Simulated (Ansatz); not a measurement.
## BaScO₃, space group Pm-3m: relaxations under a series of pressures, step by step

With Ansatz 0.2.0, Python API.

Interactive session:
```pycon
>>> import warnings
>>> import ansatz as az
>>> import numpy as np
>>> import pandas as pd
>>> from pymatgen.core import Lattice, Structure
>>> from pymatgen.io.ase import AseAtomsAdaptor
>>> SMEARING = "Fermi-Dirac"
>>> def edges_and_angles(cell):
...     cell = np.asarray(cell)
...     a, b, c = np.linalg.norm(cell, axis=1)
...     cosines = cell[1] @ cell[2] / (b * c), cell[0] @ cell[2] / (a * c), cell[0] @ cell[1] / (a * b)
...     return (a, b, c, *np.degrees(np.arccos(cosines)))
...
>>> warnings.simplefilter("ignore", az.DeckWarning)
>>> pmg_structure = Structure(
...     Lattice([(4.219697, 0.0, 0.0), (0.0, 4.219697, 0.0), (0.0, 0.0, 4.219697)]),
...     ["Ba", "Sc", "O", "O", "O"],
...     [
...         (0.0, 0.0, 0.0),
...         (0.5, 0.5, 0.5),
...         (0.5, 0.5, 0.0),
...         (0.5, 0.0, 0.5),
...         (0.0, 0.5, 0.5),
...     ],
... )
>>> cell = az.Crystal.from_ase(AseAtomsAdaptor.get_atoms(pmg_structure))
>>> cell.resolved().tree()["lattice"]
((4.219697, 0.0, 0.0), (0.0, 4.219697, 0.0), (0.0, 0.0, 4.219697))
>>> calc = (
...     cell.calculation()
...     .functional(az.Functional.PBESOL)
...     .kpoints(6, center="gamma")
...     .occupations(SMEARING)
... )
>>> # H = F + PV, with 1 GPa A^3 = 1/160.21766 eV
>>> rows = []
>>> for pressure in [-2, 0, 2, 5, 10]:
...     result = calc.relax(cell=True, pressure=pressure, force_tolerance=0.05, max_steps=100).run()
...     cell = result.lattice.cell_ang
...     n_atoms = len(result.lattice.sites)
...     volume = abs(np.linalg.det(cell)) / n_atoms
...     enthalpy = result.report["free_energy_ev"] / n_atoms + pressure * volume / 160.21766
...     rows.append((pressure, volume, enthalpy, *edges_and_angles(cell)))
...     print(f"{pressure} GPa done: {volume:.4f} A^3/atom")
...
-2 GPa done: 14.4694 A^3/atom
0 GPa done: 14.2336 A^3/atom
2 GPa done: 14.0171 A^3/atom
5 GPa done: 13.7227 A^3/atom
10 GPa done: 13.2931 A^3/atom
>>> table = pd.DataFrame(rows, columns=["P_GPa", "V_A3_atom", "H_eV_atom", "a", "b", "c", "alpha", "beta", "gamma"])
>>> table.round(4)
   P_GPa  V_A3_atom  H_eV_atom       a       b       c  alpha  beta  gamma
0     -2    14.4694 -1932.8344  4.1668  4.1668  4.1668   90.0  90.0   90.0
1      0    14.2336 -1932.6553  4.1441  4.1441  4.1441   90.0  90.0   90.0
2      2    14.0171 -1932.4790  4.1230  4.1230  4.1230   90.0  90.0   90.0
3      5    13.7227 -1932.2192  4.0939  4.0939  4.0939   90.0  90.0   90.0
4     10    13.2931 -1931.7980  4.0507  4.0507  4.0507   90.0  90.0   90.0
>>> p, v = np.array([row[0] for row in rows], float), np.array([row[1] for row in rows])
>>> print("mean bulk modulus between rows (GPa):", np.round(-np.diff(p) / np.diff(np.log(v)), 1))
mean bulk modulus between rows (GPa): [121.7 130.5 141.3 157.2]
```

The volume falls from 14.47 Å³ an atom at -2 GPa to 13.29 at 10 GPa, by 8.1 %. Between -2 and 0 GPa, -V dP/dV is about 122 GPa, a mean over that step.

Absolute energies stand on the zero of these potentials, so only differences at equal settings mean something. The cell holds an odd number of electrons and is run without spin, so a magnetic state may lie lower. At a fixed pressure a relaxation lowers the enthalpy F + PV, while F alone can rise. For a metal this k-point mesh is coarse: on a finer one energies can move by several to tens of meV an atom and pressures by half a GPa or more, differences at one mesh by less. This cell is a computed structure, which may not be the phase found in nature. Symmetry holds the cell in this phase, whether or not it is the stable one at each pressure. Finished in 78 s on 1 thread of Arm Neoverse V2 (shared host), peak memory 0.55 GiB.
